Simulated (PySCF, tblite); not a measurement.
# C₅H₈O₂S: a rotation path, then NMR shifts on frames, part 1 of 2

How do NMR shifts of C₅H₈O₂S (`CS(=O)(=O)C1=CCC1`) change as the atoms move?

Computed with tblite 0.8.0 and PySCF 2.14.0, with density-fitted response routines of our own, on a single molecule in the gas phase. Atoms count from 0, in the outputs and in this text.

## (1) The starting structure

16 atoms, charge 0, multiplicity 1; geometry from: GFN2-xTB.

Bonds of the start (Å): C0–S1 1.82, S1–O2 1.44, S1–O3 1.44, S1–C4 1.78, C4–C5 1.33, C5–C6 1.50, C6–C7 1.55, C7–C4 1.50, C0–H8 1.08, C0–H9 1.08, C0–H10 1.08, C5–H11 1.07, C6–H12 1.09, C6–H13 1.09, C7–H14 1.09, C7–H15 1.09.

## (2) A band between two rotamers with GFN2-xTB

The job: settings as JSON, then the geometry in Å.

```
{"job": {"kind": "neb", "xc": "GFN2-xTB", "basis": "xTB", "atoms": [7, 4, 1, 0], "turn": 120}, "charge": 0, "multiplicity": 1}
C      2.367418     0.178067    -0.489101
S      1.325456    -0.303582     0.921422
O      1.597976     0.586342     2.016492
O      1.472459    -1.718244     1.133137
C     -0.328934     0.002494     0.340204
C     -1.208423     0.985229     0.527222
C     -2.279337     0.311730    -0.287792
C     -1.253736    -0.834390    -0.499787
H      2.107122    -0.448985    -1.331750
H      3.400837     0.021913    -0.204997
H      2.183646     1.224153    -0.695988
H     -1.184625     1.913207     1.065553
H     -3.166682     0.029756     0.274525
H     -2.575424     0.839332    -1.192400
H     -0.939011    -0.988403    -1.529818
H     -1.526341    -1.789675    -0.058332
```

Method: GFN2-xTB climbing-image nudged elastic band, gas phase.

On the command line:

```
OMP_NUM_THREADS=1 python probes_run.py task.json out
```

This one command runs all jobs of the session in turn.

The log of the run:

```text
image   E - E0 / eV
  0      -0.0000
  1       0.0074
  2       0.0147
  3       0.0192
  4       0.0199
  5       0.0173
  6       0.0138
  7       0.0128
  8       0.0153
```

Wall time 3.7 s (1 thread of AMD EPYC 7B13, shared host); peak memory 0.19 GiB.

The final band, with the dihedral C7–C4–S1–C0:

| image | dihedral (°) | energy (eV) | energy (kcal/mol) |
| --- | --- | --- | --- |
| 0 | 83 | 0.000 | 0.0 |
| 1 | 98 | 0.007 | 0.2 |
| 2 | 112 | 0.015 | 0.3 |
| 3 | 126 | 0.019 | 0.4 |
| 4 | 141 | 0.020 | 0.5 |
| 5 | 155 | 0.017 | 0.4 |
| 6 | 170 | 0.014 | 0.3 |
| 7 | 185 | 0.013 | 0.3 |
| 8 | 201 | 0.015 | 0.4 |

## (3) Nuclear shieldings: image 0, PBE0/pcSseg-1

The job: settings as JSON, then the geometry in Å.

```
{"job": {"kind": "nmr", "xc": "PBE0", "basis": "pcSseg-1", "pop": false}, "charge": 0, "multiplicity": 1}
C      2.367400     0.178100    -0.489100
S      1.325500    -0.303600     0.921400
O      1.598000     0.586300     2.016500
O      1.472500    -1.718200     1.133100
C     -0.328900     0.002500     0.340200
C     -1.208400     0.985200     0.527200
C     -2.279300     0.311700    -0.287800
C     -1.253700    -0.834400    -0.499800
H      2.107100    -0.449000    -1.331800
H      3.400800     0.021900    -0.205000
H      2.183600     1.224200    -0.696000
H     -1.184600     1.913200     1.065600
H     -3.166700     0.029800     0.274500
H     -2.575400     0.839300    -1.192400
H     -0.939000    -0.988400    -1.529800
H     -1.526300    -1.789700    -0.058300
```

Method: GIAO PBE0/pcSseg-1 NMR shielding, non-relativistic, gas phase.

The log of the run:

```text
coarse grid: 14192 points
cycle   1  E = -742.9599829308  dE =  1.919e+00  |g| = 1.147e+00  |ddm| = 3.932e+00
cycle   2  E = -742.3286415211  dE =  6.313e-01  |g| = 2.180e+00  |ddm| = 3.065e+00
cycle   3  E = -743.1922837614  dE = -8.636e-01  |g| = 2.094e-01  |ddm| = 2.258e+00
cycle   4  E = -743.2012228798  dE = -8.939e-03  |g| = 9.573e-02  |ddm| = 2.725e-01
cycle   5  E = -743.2031732983  dE = -1.950e-03  |g| = 3.493e-02  |ddm| = 9.689e-02
cycle   6  E = -743.2034649305  dE = -2.916e-04  |g| = 6.690e-03  |ddm| = 3.414e-02
cycle   7  E = -743.2034739210  dE = -8.991e-06  |g| = 2.642e-03  |ddm| = 8.233e-03
final grid: 133184 points
cycle   8  E = -743.2753819436  dE = -2.072e-05  |g| = 1.387e-02  |ddm| = 3.603e-02
cycle   9  E = -743.2753223798  dE =  5.956e-05  |g| = 2.206e-02  |ddm| = 3.175e-02
cycle  10  E = -743.2754214047  dE = -9.902e-05  |g| = 2.857e-03  |ddm| = 2.084e-02
cycle  11  E = -743.2754229323  dE = -1.528e-06  |g| = 3.396e-04  |ddm| = 2.413e-03
cycle  12  E = -743.2754229498  dE = -1.747e-08  |g| = 2.026e-04  |ddm| = 4.712e-04
cycle  13  E = -743.2754229576  dE = -7.756e-09  |g| = 3.721e-05  |ddm| = 1.829e-04
cycle  14  E = -743.2754229578  dE = -2.137e-10  |g| = 1.488e-05  |ddm| = 3.985e-05
converged SCF energy = -743.2754229578

GIAO shielding tensors (ppm)
atom      isotropic    diamagn.    paramagn.     s11        s22        s33       span
  0 C      138.207     256.183    -117.976    108.928    118.658    187.035     78.107
  1 S      220.535    1050.303    -829.767     56.455    209.343    395.808    339.354
  2 O      131.732     398.207    -266.475     76.027    122.320    196.849    120.823
  3 O      126.613     398.606    -271.993     68.107    106.289    205.444    137.338
  4 C       30.789     267.519    -236.729    -65.564     51.124    106.807    172.371
  5 C       33.208     252.721    -219.513    -68.490     19.941    148.173    216.663
  6 C      159.913     257.180     -97.267    143.092    160.954    175.693     32.601
  7 C      153.335     248.829     -95.494    146.615    149.797    163.593     16.977
  8 H       29.140      31.750      -2.610     26.202     28.103     33.115      6.913
  9 H       28.877      27.400       1.477     26.428     26.658     33.545      7.117
 10 H       29.366      31.547      -2.182     26.632     27.839     33.625      6.993
 11 H       24.978      34.003      -9.026     23.930     24.014     26.990      3.060
 12 H       29.211      29.818      -0.606     25.550     26.946     35.138      9.587
 13 H       29.278      30.503      -1.225     25.722     27.166     34.946      9.224
 14 H       29.028      31.239      -2.211     25.985     27.669     33.429      7.445
 15 H       28.601      30.455      -1.853     25.096     27.335     33.373      8.277
```

Run time: 23 s. Hardware: 1 thread of AMD EPYC 7B13, shared host; peak memory 0.82 GiB.

The references, computed at this level on geometries of the same kind, shield at (ppm): 1H TMS 31.72, 13C TMS 186.9, 17O H2O 336.1, 33S CS2 504. Their shielding less the atom's gives the shift. The references are single molecules in the gas phase, so shifts against H2O, NH3, PH3, H3PO4 or CFCl3 are not on the usual liquid scales and can be off by tens of ppm. Each atom is listed at this fixed geometry, with no averaging over motion; a spectrum would average atoms that exchange fast.

```
atoms                              environment  σ (ppm)  δ (ppm)
   C4          fully substituted alkene carbon     30.8    156.1
   C5                                alkene CH     33.2    153.7
   C0                methyl carbon bonded to S    138.2     48.7
   C7                          allylic sp3 CH2    153.3     33.6
   C6                          allylic sp3 CH2    159.9     27.0
  H11                 hydrogen on an alkene CH    24.98     6.74
  H15           hydrogen on an allylic sp3 CH2    28.60     3.12
   H9  hydrogen on a methyl carbon bonded to S    28.88     2.84
  H14           hydrogen on an allylic sp3 CH2    29.03     2.69
   H8  hydrogen on a methyl carbon bonded to S    29.14     2.58
  H12           hydrogen on an allylic sp3 CH2    29.21     2.51
  H13           hydrogen on an allylic sp3 CH2    29.28     2.44
  H10  hydrogen on a methyl carbon bonded to S    29.37     2.35
   S1                           sulfone sulfur      221      283
   O3                               S=O oxygen    126.6    209.5
   O2                               S=O oxygen    131.7    204.3
```

Ring of atoms C4, C5, C6, C7: NICS(0) -2.7, NICS(1) -2.7, NICS(1)zz -0.8 ppm (means of both faces).

## (4) Shielding tensors: image 2, PBE0/pcSseg-1

The job: settings as JSON, then the geometry in Å.

```
{"job": {"kind": "nmr", "xc": "PBE0", "basis": "pcSseg-1", "pop": false}, "charge": 0, "multiplicity": 1}
C      2.390900     0.393300    -0.390200
S      1.333200    -0.464300     0.815200
O      1.553300     0.128900     2.106500
O      1.526900    -1.881500     0.673900
C     -0.324200    -0.078000     0.279700
C     -1.074900     1.022500     0.277800
C     -2.266000     0.326400    -0.322700
C     -1.393700    -0.957800    -0.305200
H      2.189600    -0.013000    -1.372600
H      3.420000     0.210000    -0.106200
H      2.164300     1.450200    -0.341400
H     -0.920600     2.037700     0.592100
H     -3.149400     0.291500     0.311400
H     -2.548500     0.674400    -1.314300
H     -1.167500    -1.389200    -1.277800
H     -1.741100    -1.742200     0.362300
```

With the program's defaults for keys left out, this is: GIAO PBE0/pcSseg-1 NMR shielding, non-relativistic, gas phase.

The log of the run:

```text
coarse grid: 14192 points
cycle   1  E = -742.9568972264  dE =  1.917e+00  |g| = 1.149e+00  |ddm| = 3.931e+00
cycle   2  E = -742.3203390273  dE =  6.366e-01  |g| = 2.186e+00  |ddm| = 3.073e+00
cycle   3  E = -743.1907818301  dE = -8.704e-01  |g| = 2.039e-01  |ddm| = 2.264e+00
cycle   4  E = -743.1993018737  dE = -8.520e-03  |g| = 9.282e-02  |ddm| = 2.692e-01
cycle   5  E = -743.2011099242  dE = -1.808e-03  |g| = 3.484e-02  |ddm| = 9.430e-02
cycle   6  E = -743.2013969065  dE = -2.870e-04  |g| = 6.865e-03  |ddm| = 3.513e-02
cycle   7  E = -743.2014068834  dE = -9.977e-06  |g| = 2.302e-03  |ddm| = 8.282e-03
final grid: 133184 points
cycle   8  E = -743.2734504321  dE = -2.099e-05  |g| = 1.389e-02  |ddm| = 3.535e-02
cycle   9  E = -743.2733939227  dE =  5.651e-05  |g| = 2.168e-02  |ddm| = 3.197e-02
cycle  10  E = -743.2734903755  dE = -9.645e-05  |g| = 2.787e-03  |ddm| = 2.089e-02
cycle  11  E = -743.2734918207  dE = -1.445e-06  |g| = 3.249e-04  |ddm| = 2.344e-03
cycle  12  E = -743.2734918360  dE = -1.539e-08  |g| = 2.070e-04  |ddm| = 4.730e-04
cycle  13  E = -743.2734918447  dE = -8.658e-09  |g| = 3.865e-05  |ddm| = 1.868e-04
cycle  14  E = -743.2734918450  dE = -2.644e-10  |g| = 1.282e-05  |ddm| = 4.219e-05
converged SCF energy = -743.2734918450

GIAO shielding tensors (ppm)
atom      isotropic    diamagn.    paramagn.     s11        s22        s33       span
  0 C      136.561     256.046    -119.486    110.727    113.187    185.767     75.040
  1 S      220.353    1050.250    -829.896     55.201    208.195    397.664    342.462
  2 O      112.864     397.777    -284.913     60.532     92.391    185.670    125.137
  3 O      131.547     398.989    -267.442     71.721    115.325    207.595    135.874
  4 C       28.378     267.462    -239.084    -68.014     47.954    105.193    173.207
  5 C       35.217     253.202    -217.985    -67.185     25.039    147.796    214.980
  6 C      159.715     257.169     -97.454    142.650    160.720    175.774     33.124
  7 C      152.002     248.505     -96.503    144.244    148.412    163.352     19.108
  8 H       29.224      31.627      -2.403     26.447     27.873     33.352      6.905
  9 H       28.886      27.372       1.514     26.476     26.687     33.494      7.019
 10 H       29.163      31.717      -2.554     26.443     27.883     33.164      6.721
 11 H       25.111      34.055      -8.944     24.046     24.189     27.098      3.052
 12 H       29.224      29.833      -0.609     25.598     26.931     35.144      9.546
 13 H       29.303      30.534      -1.231     25.782     27.224     34.904      9.122
 14 H       28.873      30.912      -2.039     25.702     27.508     33.409      7.707
 15 H       28.553      30.227      -1.674     25.134     27.281     33.245      8.111
```

It took 21 s on 1 thread of AMD EPYC 7B13, shared host; peak memory 0.84 GiB.

Key values: δ C4 158.5, C5 151.7, C0 50.4, C7 34.9, H11 6.61, H15 3.16 ppm.

(Continued in part 2 of 2.)
